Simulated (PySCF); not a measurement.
# SbSe⁻ (triplet): changing the method

Starting from one script, swap the method and compare what comes out for SbSe⁻ (triplet).

Computed with PySCF 2.14.0. Level: method and basis as typed in the scripts.

5 further runs of the same task are left out: 4 for a known fault of the program, 1 that didn't finish.

## Step 1: Where the work starts

SbSe⁻ (triplet): 2 atoms, charge -1, spin multiplicity 3.

Bond lengths: Sb1–Se2 2.580 Å.

## Step 2: The base run

Contents of input.py:

```python
from pyscf import gto, dft

mol = gto.M(
    atom='Sb 0 0 0; Se 0 0 2.58',
    basis='sbkjc',
    ecp={'Sb': 'sbkjc', 'Se': 'sbkjc'},
    charge=-1,
    spin=2,
    verbose=4,
)
mf = dft.UKS(mol, xc='bhandhlyp')
mf.kernel()
mf.dip_moment()
print('orbital energies (hartree):', [e[max(0, n-3):n+3].round(4) for e, n in zip(mf.mo_energy, mol.nelec)])
```

Launch:

```bash
python input.py
```

## Step 3: Mn15l

Run 1 changes functional: bhandhlyp → mn15l.

Changes to input.py since step 2:

```diff
@@ -10,3 +10,3 @@
 )
-mf = dft.UKS(mol, xc='bhandhlyp')
+mf = dft.UKS(mol, xc='mn15l')
 mf.kernel()
```

## Step 4: B3pw91

Run 2 changes functional: bhandhlyp → b3pw91.

Changes to input.py since step 2:

```diff
@@ -10,3 +10,3 @@
 )
-mf = dft.UKS(mol, xc='bhandhlyp')
+mf = dft.UKS(mol, xc='b3pw91')
 mf.kernel()
```

## Step 5: ROKS

Run 3 changes SCF type: UKS → ROKS.

Contents of input.py:

```python
from pyscf import gto, dft

mol = gto.M(
    atom='Sb 0 0 0; Se 0 0 2.58',
    basis='sbkjc',
    ecp={'Sb': 'sbkjc', 'Se': 'sbkjc'},
    charge=-1,
    spin=2,
    verbose=4,
)
mf = dft.ROKS(mol, xc='bhandhlyp')
mf.kernel()
mf.dip_moment()
print('orbital energies (hartree):', mf.mo_energy[..., max(0, mol.nelec[1]-3):mol.nelec[0]+3].round(4))
```

## Step 6: Wb97

Run 4 changes functional: bhandhlyp → wb97.

Changes to input.py since step 2:

```diff
@@ -10,3 +10,3 @@
 )
-mf = dft.UKS(mol, xc='bhandhlyp')
+mf = dft.UKS(mol, xc='wb97')
 mf.kernel()
```

## Step 7: Bp86

Run 5 changes functional: bhandhlyp → bp86.

Changes to input.py since step 2:

```diff
@@ -10,3 +10,3 @@
 )
-mf = dft.UKS(mol, xc='bhandhlyp')
+mf = dft.UKS(mol, xc='bp86')
 mf.kernel()
```

## Step 8: Frequency run (UHF)

Run 6 changes step after the SCF: none → frequency; SCF type: UKS → UHF; functional: bhandhlyp → none (Hartree–Fock).

Changes to input.py since step 2:

```diff
@@ -1,2 +1,3 @@
-from pyscf import gto, dft
+from pyscf import gto, scf
+from pyscf.hessian import thermo
 
@@ -10,4 +11,6 @@
 )
-mf = dft.UKS(mol, xc='bhandhlyp')
+mf = scf.UHF(mol)
 mf.kernel()
+hess = mf.Hessian().kernel()
+print('wavenumber (cm^-1) =', thermo.harmonic_analysis(mol, hess)['freq_wavenumber'].round(1))
 mf.dip_moment()
```

Before running it: what results should come out? Wanted: for each run, E(SCF); from base; gap, α spin; after the SCF.

As calculated:

```csv
run,E(SCF) (hartree),from base (eV),cycles,"gap, α spin (eV)",after the SCF
base,-14.783611,0,10,5.42,n/a
mn15l,-14.786361,not comparable,9,2.63,n/a
b3pw91,-14.913882,not comparable,9,3.57,n/a
ROKS,-14.782276,+0.0363,9,n/a,n/a
wb97,-14.830172,not comparable,11,8.01,n/a
bp86,-14.937813,not comparable,9,2.24,n/a
frequency run (UHF),-14.493208,not comparable,13,8.61,highest mode 201 cm⁻¹
```

In words: The α-spin gap between the frontier levels is 2.2 eV with bp86 (0 % exact exchange) and 5.4 eV with bhandhlyp (50 %): exact exchange opens it. Total energies of different functionals can't be compared with each other; differences within one functional can.
